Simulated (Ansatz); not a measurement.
RbBi2 and its elements: a formation energy from the elements, run with the Ansatz DFT code, driven from Python.

Script `formation.py`:
```python
# -*- coding: utf-8 -*-
from collections import Counter
import warnings

import ansatz
import numpy as np

PHASES = {
    'RbBi2': (
        [(0.0, 4.801394, 4.801394), (4.801394, 0.0, 4.801394), (4.801394, 4.801394, 0.0)],
        [
            ('Rb', (0.5, 0.5, 0.5)),
            ('Rb', (0.75, 0.75, 0.75)),
            ('Bi', (0.625, 0.125, 0.125)),
            ('Bi', (0.125, 0.125, 0.125)),
            ('Bi', (0.125, 0.125, 0.625)),
            ('Bi', (0.125, 0.625, 0.125)),
        ],
    ),
    'Rb': (
        [(-2.8025, 2.8025, 2.8025), (2.8025, -2.8025, 2.8025), (2.8025, 2.8025, -2.8025)],
        [
            ('Rb', (0.0, 0.0, 0.0)),
        ],
    ),
    'Bi': (
        [(2.2675, 1.309142, 3.938), (-2.2675, 1.309142, 3.938), (0.0, -2.618283, 3.938)],
        [
            ('Bi', (0.234, 0.234, 0.234)),
            ('Bi', (0.766, 0.766, 0.766)),
        ],
    ),
}


def build(vectors, sites):
    crystal = ansatz.Crystal(lattice=ansatz.Lattice.of(vectors))
    for symbol, position in sites:
        crystal = crystal.atom(symbol, position)
    return crystal


def run_phase(name, crystal):
    calc = (
        crystal.calculation()
        .functional('lda')
        .basis(420)
        .kpoints(spacing=0.3)
        .occupations('gaussian', width=0.1)
        .stress()
    )
    calc = calc.relax(force_tolerance=0.01, fix_cell=['shape'])
    return calc.run(threads=1)


def counts(outcome):
    return Counter(site.symbol for site in outcome.lattice.sites)

def formation_energy(outcome, mu):
    n = counts(outcome)
    return (outcome.report['energy_sigma0_ev'] - sum(k * mu[element] for element, k in n.items())) / sum(n.values())


def volume_per_atom(outcome):
    return abs(np.linalg.det(outcome.lattice.cell_ang)) / len(outcome.lattice.sites)

warnings.simplefilter('ignore')

phases = {name: build(*cell) for name, cell in PHASES.items()}

done = {name: run_phase(name, crystal) for name, crystal in phases.items()}

references = {'Rb': 'Rb', 'Bi': 'Bi'}
mu = {element: done[name].report['energy_sigma0_ev'] / len(done[name].lattice.sites) for element, name in references.items()}

target = done['RbBi2']
heat = formation_energy(target, mu)
for element, value in mu.items():
    print(f'mu({element}) = {value:.4f} eV from {references[element]}, {volume_per_atom(done[references[element]]):.2f} A^3/atom')
print(f'formation energy of RbBi2: {heat:.4f} eV/atom = {96.4853 * heat:.1f} kJ/mol of atoms')
```

Is RbBi2 bound against its elements at this level, and by how much?

The formation energy is -0.345 eV an atom (-33.3 kJ per mole of atoms), so RbBi2 lies below the reference phases.

The output:

```console
$ python formation.py
mu(Rb) = -3170.7365 eV from Rb, 78.52 A^3/atom
mu(Bi) = -12085.8716 eV from Bi, 33.85 A^3/atom
formation energy of RbBi2: -0.3450 eV/atom = -33.3 kJ/mol of atoms
```

Absolute energies stand on the zero of these potentials, so only differences at equal settings mean something. Atoms and volume are relaxed with the cell's shape held, which in cells of lower than cubic symmetry can hide stresses and shift volumes. Spin-orbit coupling, which matters for elements this heavy, is left out. The cells come from databases of deposited and of computed structures, and not all need be stable phases. The compound is the structure given, not necessarily its lowest; energies are at zero temperature, with no correction for gases. A semilocal functional's error on such energies is often 0.05 to 0.1 eV an atom, and 0.1 to 0.3 eV against gases such as O2 or F2. Run time: 30 s on 1 thread of Arm Neoverse V1, with other jobs on the host, peak memory 0.5 GiB.
